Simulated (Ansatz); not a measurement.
**GaH₂ (doublet): from Hartree-Fock to the top rungs at angle H2–Ga1–H3 = 101.7°, aug-cc-pVDZ**

How much of the correlation energy of GaH₂ (doublet) does each wave-function method recover here?

Computed with Ansatz 0.2.0, Gaussian basis. Level: aug-cc-pVDZ, core rule «outside noble gas», up to 14 orbitals frozen.

Plan: UHF; CCSD(T) on ROHF; CCSD(T) on UHF; BCCD(T) on ROHF; CISD; CCSDT(Q) on ROHF; CCSDT(Q) on UHF; CASSCF and MRCISD+Q, 3 electrons in 3 orbitals; CASSCF and NEVPT2, 3 electrons in 3 orbitals; CASSCF and MRCISD+Q, 5 electrons in 6 orbitals; CASSCF and NEVPT2, 5 electrons in 6 orbitals; Full CI.

16 further runs of the same task are left out: 11 that didn't finish, 5 set aside as unsound or not needed.

**1. The system**

The geometry derives from a PBE0/def2-TZVP stationary point (not a proven minimum). One angle is set to the value named; bond lengths are kept. No spin-orbit coupling is included. The filled d shell of Ga may be among the frozen orbitals whatever the setting's name suggests; the logs give the count.

3 atoms, charge 0, spin multiplicity 2.

Atoms are counted from 1 here; the program's logs count them from 0.

Bond lengths: Ga1–H2 1.593 Å, Ga1–H3 1.593 Å. Angles: H2–Ga1–H3 101.7°.

**2. UHF**

The input, in.yaml:

```yaml
crystal:
  periodic: [false, false, false]
  atoms:
    - {symbol: Ga, position_ang: [0.000000, -0.028268, 0.000000]}
    - {symbol: H, position_ang: [0.000000, 0.977704, -1.235644]}
    - {symbol: H, position_ang: [0.000000, 0.977704, 1.235644]}
basis:
  gaussian: {orbitals: aug-cc-pVDZ}
magnetization: {spin_polarized: true, initial_magnetization: 1}
hamiltonian: {xc: hf}
output: {orbitals: {seedname: orbitals}}
```

Started as:

```
> ansatz run in.yaml --threads 1 --pin off --events-out ev --progress --plain --max-ram 2393MiB
```

The runs that follow: CCSD(T) on ROHF; CCSD(T) on UHF; BCCD(T) on ROHF; CISD; CCSDT(Q) on ROHF; CCSDT(Q) on UHF; CASSCF and MRCISD+Q, 3 electrons in 3 orbitals; CASSCF and NEVPT2, 3 electrons in 3 orbitals; CASSCF and MRCISD+Q, 5 electrons in 6 orbitals; CASSCF and NEVPT2, 5 electrons in 6 orbitals; Full CI.

**Question.** What will the summary of the whole plan be? Wanted: FCI below the RHF energy; RMP2 from FCI; UMP2 from FCI; RCCSD from FCI; RCCSD(T) from FCI; UCCSD(T) from FCI; RCCSDT(Q) from FCI; UCCSDT(Q) from FCI; NEVPT2 pair from FCI.

**Answer**, as computed:

```
                         quantity                                                                                                                      value
         FCI below the RHF energy                                                                                                                 -2.2084 eV
                    RMP2 from FCI                                                                                                               +57.0 kJ/mol
                    UMP2 from FCI                                                                                                               +55.7 kJ/mol
                   RCCSD from FCI                                                                                                                +4.7 kJ/mol
                RCCSD(T) from FCI                                                                                                                +1.3 kJ/mol
                UCCSD(T) from FCI                                                                                                                +0.6 kJ/mol
               RCCSDT(Q) from FCI                                                                                                                -0.1 kJ/mol
               UCCSDT(Q) from FCI                                                                                                                -0.7 kJ/mol
             NEVPT2 pair from FCI                                                                                                               +54.4 kJ/mol
           MRCISD+Q pair from FCI                                                                                                                -1.9 kJ/mol
          NEVPT2 valence from FCI                                                                                                               +40.2 kJ/mol
levels within 1 kcal/mol (43 meV)  UCCSD, RCCSD(T), UCCSD(T), BCCD(T), RCCSDT, UCCSDT, RCCSDT(Q), UCCSDT(Q), MRCISD+Q pair, MRCISD valence, MRCISD+Q valence
                    T1 diagnostic                                                                                                                      0.021
   effectively unpaired electrons                                                                                                                       1.03
```

**Reading.** RCCSD(T) lands +1.3 kJ/mol from the yardstick (0.6 % of the correlation energy). UCCSDT, UCCSDT(Q), MRCISD+Q pair, MRCISD+Q valence fall below full CI: unrestricted runs freeze a spin-polarised core, another one than full CI's, and coupled cluster isn't variational. One determinant dominates. Of the multireference levels listed MRCISD+Q valence comes nearest in total energy (-1.5 kJ/mol), which doesn't show that its space is the better one. These misses are within one basis, not against nature; the frozen cores of restricted and unrestricted runs differ, which can shift their rows.
